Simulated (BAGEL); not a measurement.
**BSiH4O2F (SMILES O[SiH2]B(O)F) at 3 levels**

Wanted: a comparison of 3 runs (HF/3-21G, HF/6-31G*, HF/def2-SVP) of BSiH4O2F. 

Program for the calculation: BAGEL 1.2.2.

30 further runs of the same task are left out: 30 set aside as unsound or not needed.

## 1. The structure to begin with

BSiH4O2F has 9 atoms, charge 0, and is taken as a singlet. SMILES: `O[SiH2]B(O)F`. The Si2–B3 distance was set to 3.053 Å, away from the relaxed value. At this shape a bond of the SMILES string is far longer than usual.

Bond lengths: O1–Si2 1.653 Å, B3–O4 1.347 Å, B3–F5 1.342 Å, O1–H6 0.958 Å, Si2–H7 1.484 Å, Si2–H8 1.493 Å, O4–H9 0.965 Å. Angles: O4–B3–F5 118.7°, O1–Si2–H7 106.4°, O1–Si2–H8 111.4°, Si2–O1–H6 117.1°, B3–O4–H9 113.7°, H7–Si2–H8 107.8°. A long bond or contact: Si2–B3 3.053 Å.

## 2. The energy at HF/3-21G (density fitting with qzvpp-jkfit) (run 1)

hf.json

```json
{ "bagel" : [

{
  "title" : "molecule",
  "basis" : "3-21g",
  "df_basis" : "qzvpp-jkfit",
  "angstrom" : "true",
  "geometry" : [
    { "atom" : "O", "xyz" : [    1.922059,    0.333196,    2.288557 ] },
    { "atom" : "Si", "xyz" : [    1.607159,   -0.756704,    1.085757 ] },
    { "atom" : "B", "xyz" : [   -0.701500,    0.194000,   -0.670900 ] },
    { "atom" : "O", "xyz" : [   -0.968000,   -0.381600,   -1.859000 ] },
    { "atom" : "F", "xyz" : [   -1.488500,    1.196900,   -0.250400 ] },
    { "atom" : "H", "xyz" : [    1.170559,    0.781196,    2.678457 ] },
    { "atom" : "H", "xyz" : [    2.862859,   -0.896704,    0.307457 ] },
    { "atom" : "H", "xyz" : [    1.262859,   -2.098504,    1.641857 ] },
    { "atom" : "H", "xyz" : [   -1.731300,   -0.002600,   -2.311100 ] }
  ]
},
{ "title" : "hf" },
{ "title" : "print", "file" : "orbitals.molden", "orbitals" : "true" }

]}
```

Started as:

```sh
$ BAGEL_NUM_THREADS=1 BAGEL hf.json > hf.out
```

Standard output:

```text
* using 1 threads per process

  ===============================================================
  ===============================================================

  *** Geometry ***

  { "atom" : "O", "xyz" : [      3.632165,      0.629649,      4.324746 ] },
  { "atom" : "Si", "xyz" : [      3.037090,     -1.429963,      2.051783 ] },
  { "atom" : "B", "xyz" : [     -1.325643,      0.366607,     -1.267817 ] },
  { "atom" : "O", "xyz" : [     -1.829255,     -0.721119,     -3.513001 ] },
  { "atom" : "F", "xyz" : [     -2.812857,      2.261813,     -0.473187 ] },
  { "atom" : "H", "xyz" : [      2.212036,      1.476246,      5.061550 ] },
  { "atom" : "H", "xyz" : [      5.410019,     -1.694525,      0.581010 ] },
  { "atom" : "H", "xyz" : [      2.386458,     -3.965598,      3.102660 ] },
  { "atom" : "H", "xyz" : [     -3.271683,     -0.004913,     -4.367346 ] },

  Number of auxiliary basis functions:      506

  Since a DF basis is specified, we compute 2- and 3-index integrals:
    o Being stored without compression. Storage requirement is 0.013 GB

  Number of basis functions:       57
  Number of electrons      :       48

    * METHOD: MOLECULE                             0.14

  *** RHF ***

  === Nuclear Repulsion ===
   190.6374350368

      * DIIS with orbital gradients will be used.

  === RHF iteration (3-21g) ===
      0       -561.87167038          0.03150482           0.04
      1       -562.04078968          0.01872546           0.03
      2       -562.11166233          0.00162385           0.03
      3       -562.11300466          0.00052618           0.03
      4       -562.11309863          0.00013041           0.03
      5       -562.11310908          0.00003512           0.03
      6       -562.11310978          0.00001177           0.03
      7       -562.11310987          0.00000259           0.03
      8       -562.11310988          0.00000120           0.03
      9       -562.11310988          0.00000039           0.03
     10       -562.11310988          0.00000014           0.03
     11       -562.11310988          0.00000005           0.03
     12       -562.11310988          0.00000001           0.03
     13       -562.11310988          0.00000000           0.03
    * SCF iteration converged.

    * Permanent dipole moment:
           (    0.997360,    -0.113256,     0.348811) a.u.

    * METHOD: HF                                   0.56

    * METHOD: PRINT                                0.00

  ===============================================================
```

Run time: 1 s. Hardware: 1 thread of Intel Xeon 6975P-C (Granite Rapids), shared host; peak memory 0.09 GiB.

## 3. The energy at HF/6-31G(d) (density fitting with qzvpp-jkfit, spherical functions) (run 2)

calc.json

```json
{ "bagel": [

{
  "title": "molecule",
  "basis": "6-31gs.json",
  "df_basis": "qzvpp-jkfit",
  "angstrom": true,
  "geometry": [
    { "atom": "O", "xyz": [    1.922059,    0.333196,    2.288557 ] },
    { "atom": "Si", "xyz": [    1.607159,   -0.756704,    1.085757 ] },
    { "atom": "B", "xyz": [   -0.701500,    0.194000,   -0.670900 ] },
    { "atom": "O", "xyz": [   -0.968000,   -0.381600,   -1.859000 ] },
    { "atom": "F", "xyz": [   -1.488500,    1.196900,   -0.250400 ] },
    { "atom": "H", "xyz": [    1.170559,    0.781196,    2.678457 ] },
    { "atom": "H", "xyz": [    2.862859,   -0.896704,    0.307457 ] },
    { "atom": "H", "xyz": [    1.262859,   -2.098504,    1.641857 ] },
    { "atom": "H", "xyz": [   -1.731300,   -0.002600,   -2.311100 ] }
  ]
},
{
  "title": "hf"
},
{
  "title": "print",
  "file": "orbitals.molden",
  "orbitals": true
}

]}
```

The basis set 6-31G* is read from a file made from the Basis Set Exchange's data (not shown).

Started as:

```sh
$ BAGEL_NUM_THREADS=1 BAGEL calc.json > calc.out
```

Standard output:

```text
* using 1 threads per process

  ===============================================================
  ===============================================================

  *** Geometry ***

  { "atom" : "O", "xyz" : [      3.632165,      0.629649,      4.324746 ] },
  { "atom" : "Si", "xyz" : [      3.037090,     -1.429963,      2.051783 ] },
  { "atom" : "B", "xyz" : [     -1.325643,      0.366607,     -1.267817 ] },
  { "atom" : "O", "xyz" : [     -1.829255,     -0.721119,     -3.513001 ] },
  { "atom" : "F", "xyz" : [     -2.812857,      2.261813,     -0.473187 ] },
  { "atom" : "H", "xyz" : [      2.212036,      1.476246,      5.061550 ] },
  { "atom" : "H", "xyz" : [      5.410019,     -1.694525,      0.581010 ] },
  { "atom" : "H", "xyz" : [      2.386458,     -3.965598,      3.102660 ] },
  { "atom" : "H", "xyz" : [     -3.271683,     -0.004913,     -4.367346 ] },

  Number of auxiliary basis functions:      506

  Since a DF basis is specified, we compute 2- and 3-index integrals:
    o Being stored without compression. Storage requirement is 0.027 GB

  Number of basis functions:       82
  Number of electrons      :       48

    * METHOD: MOLECULE                             0.28

  *** RHF ***

  === Nuclear Repulsion ===
   190.6374350368

      * DIIS with orbital gradients will be used.

  === RHF iteration (6-31gs.json) ===
      0       -564.75033967          0.02662497           0.06
      1       -564.99346664          0.01693519           0.05
      2       -565.12522763          0.00179868           0.06
      3       -565.12783933          0.00055999           0.05
      4       -565.12805969          0.00014644           0.05
      5       -565.12807915          0.00005281           0.05
      6       -565.12808112          0.00001790           0.05
      7       -565.12808156          0.00000312           0.05
      8       -565.12808157          0.00000129           0.08
      9       -565.12808157          0.00000049           0.06
     10       -565.12808157          0.00000013           0.05
     11       -565.12808157          0.00000006           0.05
     12       -565.12808157          0.00000002           0.05
     13       -565.12808157          0.00000001           0.05
    * SCF iteration converged.

    * Permanent dipole moment:
           (    0.796801,    -0.109152,     0.211930) a.u.

    * METHOD: HF                                   0.92

    * METHOD: PRINT                                0.01

  ===============================================================
```

Wall time 1.6 s (1 thread of Intel Xeon 6975P-C (Granite Rapids), shared host); peak memory 0.12 GiB.

## 4. A single-point energy at HF/def2-SVP (density fitting with qzvpp-jkfit) (run 3)

input.json

```json
{ "bagel" : [

{
  "title" : "molecule",
  "basis" : "svp",
  "df_basis" : "qzvpp-jkfit",
  "angstrom" : "true",
  "geometry" : [
    { "atom" : "O", "xyz" : [       1.922059,       0.333196,       2.288557 ] },
    { "atom" : "Si", "xyz" : [       1.607159,      -0.756704,       1.085757 ] },
    { "atom" : "B", "xyz" : [      -0.701500,       0.194000,      -0.670900 ] },
    { "atom" : "O", "xyz" : [      -0.968000,      -0.381600,      -1.859000 ] },
    { "atom" : "F", "xyz" : [      -1.488500,       1.196900,      -0.250400 ] },
    { "atom" : "H", "xyz" : [       1.170559,       0.781196,       2.678457 ] },
    { "atom" : "H", "xyz" : [       2.862859,      -0.896704,       0.307457 ] },
    { "atom" : "H", "xyz" : [       1.262859,      -2.098504,       1.641857 ] },
    { "atom" : "H", "xyz" : [      -1.731300,      -0.002600,      -2.311100 ] }
  ]
},

{
  "title" : "hf"
},

{
  "title" : "print",
  "file" : "orbitals.molden",
  "orbitals" : "true"
}

]}
```

Started as:

```sh
$ BAGEL_NUM_THREADS=1 BAGEL input.json > input.out
```

Standard output:

```text
* using 1 threads per process

  ===============================================================
  ===============================================================

  *** Geometry ***

  { "atom" : "O", "xyz" : [      3.632165,      0.629649,      4.324746 ] },
  { "atom" : "Si", "xyz" : [      3.037090,     -1.429963,      2.051783 ] },
  { "atom" : "B", "xyz" : [     -1.325643,      0.366607,     -1.267817 ] },
  { "atom" : "O", "xyz" : [     -1.829255,     -0.721119,     -3.513001 ] },
  { "atom" : "F", "xyz" : [     -2.812857,      2.261813,     -0.473187 ] },
  { "atom" : "H", "xyz" : [      2.212036,      1.476246,      5.061550 ] },
  { "atom" : "H", "xyz" : [      5.410019,     -1.694525,      0.581010 ] },
  { "atom" : "H", "xyz" : [      2.386458,     -3.965598,      3.102660 ] },
  { "atom" : "H", "xyz" : [     -3.271683,     -0.004913,     -4.367346 ] },

  Number of auxiliary basis functions:      506

  Since a DF basis is specified, we compute 2- and 3-index integrals:
    o Being stored without compression. Storage requirement is 0.036 GB

  Number of basis functions:       94
  Number of electrons      :       48

    * METHOD: MOLECULE                             0.19

  *** RHF ***

  === Nuclear Repulsion ===
   190.6374350368

      * DIIS with orbital gradients will be used.

  === RHF iteration (svp) ===
      0       -564.47831771          0.02304055           0.07
      1       -564.71969112          0.01512702           0.07
      2       -564.85068176          0.00149453           0.06
      3       -564.85325694          0.00047339           0.07
      4       -564.85346916          0.00013449           0.09
      5       -564.85348837          0.00004572           0.10
      6       -564.85349036          0.00001678           0.14
      7       -564.85349080          0.00000273           0.07
      8       -564.85349081          0.00000081           0.07
      9       -564.85349081          0.00000037           0.07
     10       -564.85349081          0.00000010           0.07
     11       -564.85349081          0.00000003           0.07
     12       -564.85349081          0.00000001           0.06
    * SCF iteration converged.

    * Permanent dipole moment:
           (    0.732820,    -0.065015,     0.226279) a.u.

    * METHOD: HF                                   1.17

    * METHOD: PRINT                                0.01

  ===============================================================
```

Run time: 1.8 s. Hardware: 1 thread of Intel Xeon 6975P-C (Granite Rapids), shared host; peak memory 0.14 GiB.

## 5. Overview of the runs

```tsv
run	level	energy (Eh)	dipole moment (D)	HOMO energy (eV)	LUMO energy (eV)	wall time
1	HF/3-21G (density fitting with qzvpp-jkfit)	-562.113110	2.70	-8.70	2.02	1 s
2	HF/6-31G* (density fitting with qzvpp-jkfit, spherical functions)	-565.128082	2.11	-8.67	2.32	1.6 s
3	HF/def2-SVP (density fitting with qzvpp-jkfit)	-564.853491	1.96	-8.79	2.12	1.8 s
```

## 6. Summary of results

| quantity | value |
| --- | --- |
| run 3: total energy | -564.85349 Eh |
| run 3: dipole moment | 1.96 D |
| run 3: HOMO energy | -8.79 eV |
| run 3: LUMO energy | 2.12 eV |
| run 3: HOMO–LUMO gap | 10.91 eV |

What this shows: The dipole moment (its size) runs from 1.96 D (HF/def2-SVP) to 2.70 D (HF/3-21G). The HOMO–LUMO gap runs from 10.72 eV (HF/3-21G) to 10.99 eV (HF/6-31G*). All runs together took 4.4 s, the longest 1.8 s.
